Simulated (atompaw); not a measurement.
# Pseudopotential generation for Tm: PAW (atompaw), PBE

Aim: build the potential from the settings below, then test how well it stands in for the atom: scattering, ghost states and the plane-wave cutoff that it needs.

Method: atompaw 4.2.0.5, PBE, scalar-relativistic.

## Step 1: The design

Typed settings, in words:

```json
{"element": "thulium (Tm, Z = 69)", "type": "PAW", "frozen core": "[Kr] 4d10", "valence charge": "23", "reference configuration": "4f13 5s2 5p6 5d0 6s0 6p0 (charge +2)", "partial waves": "5s (bound); 6s (bound, empty); 5p (bound); 6p (bound, empty); 5d (bound, empty); 5d channel at 2.07 Ry; 4f (bound); 4f channel at -0.75 Ry", "local potential": "vpsmatchnc scheme with l = 4 at 0 Ry, radius 1.85 bohr", "core correction": "smooth core density matched at 1.70 bohr", "augmentation charge": "besselshape compensation charge, radius 1.80 bohr; PAW radius 2.10 bohr; waves and projectors: bloechl"}
```

The nodes and maxima of the atom's own shells, from an earlier all-electron run, set the scale for the radii.

All-electron outer shells of the reference configuration (PBE, scalar-relativistic, ld1.x):

| shell | level (eV) | outermost node (bohr) | outermost maximum (bohr) |
| --- | --- | --- | --- |
| 4p | -340.72 | 0.26 | 0.49 |
| 4d | -186.04 | 0.24 | 0.50 |
| 5s | -68.01 | 0.59 | 1.10 |
| 5p | -41.46 | 0.63 | 1.26 |
| 4f | -17.55 | – | 0.50 |
| 6s | -15.07 | 1.47 | 2.94 |
| 5d | -13.43 | 0.72 | 1.87 |
| 6p | -10.37 | 1.77 | 3.64 |

## Step 2: The generation run

Contents of Tm.input:

```
Tm 69
GGA-PBE scalarrelativistic loggrid 2001 logderivrange -7 5 301
6 6 5 4 0 0
6 0 0
6 1 0
5 2 0
4 3 13
0 0 0
c
c
c
c
v
v
c
c
c
v
v
c
c
v
v
3
2.10 1.80 1.85 1.70
n
n
y
2.07
n
y
-0.75
n
bloechl besselshape
4 0 vpsmatchnc
PWSCFOUT
UPFDX 0.0125d0 UPFXMIN -7.d0 UPFZMESH 69.d0
END
```

The run is started by

```
$ atompaw < Tm.input > Tm.log
```

What does the calculation give? Wanted: cutoffs for 10 and 1 mRy, occupied levels; bound ghosts; largest phase difference near zero energy, channels read; lowest eigenvalue of the overlap; share of valence orbitals outside the PAW sphere; UPF file.

The runs gave:

| quantity | value |
| --- | --- |
| cutoffs for 10 and 1 mRy, occupied levels | 100 Ry and 120 Ry |
| bound ghosts | s at -17.34 eV |
| largest phase difference near zero energy, channels read | 0.156 rad |
| lowest eigenvalue of the overlap (Bessel basis) | 0.130 (s) |
| share of valence orbitals outside the PAW sphere | 5s 3 %, 6s 89 %, 5p 11 %, 6p 94 %, 5d 57 %, 4f 2 % |
| UPF file | written |

A bound ghost (s) makes it unfit for use: electrons can fall into a state that the atom doesn't have. It counts as hard, with 100 Ry needed at the looser tolerance. Near zero energy the largest phase difference among the channels read is 0.16 rad, in the s channel. The pseudo curves have a pole with no partner nearby in the atom's: s at -1.26 Ry.
